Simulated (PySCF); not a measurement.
# Cl6Re ([ReCl6]2-): the cost of one run

Programs: PySCF 2.14.0, with routines of our own; each step states its level. All values are computed. Atoms count from 0.

## 1. The starting structure

7 atoms, charge -2, states of the metal's open shell are computed; geometry from: model start, shaken.

## 2. Relaxing the molecule at PBE0-D3(BJ)/def2-SVP

The job: settings as JSON, then the geometry in Å.

```
{"job": {"xc": "PBE0", "basis": "def2-SVP", "d3": "d3bj", "grid": 1, "maxiter": 45, "solvent": "water", "kind": "geom"}, "charge": -2, "metal": "Re", "open_shell": "d3"}
Re     0.000020     0.004480    -0.004110
Cl    -0.013360    -0.006820     2.325130
Cl     0.000900     0.020100    -2.347380
Cl     2.330690     0.007350     0.005350
Cl    -2.338420    -0.013960    -0.000440
Cl     0.010430     2.319840    -0.006860
Cl    -0.028520    -2.359340    -0.027630
```

Started as:

```
> OMP_NUM_THREADS=1 python lf_run.py task.json out
```

One launch serves the whole session: the jobs run in the order shown.

**Question.** How long does this first job take on 1 thread of Arm Neoverse V1, shared host, and how much memory does it need?

About 8.9 min, with a peak of 1.1 GiB.
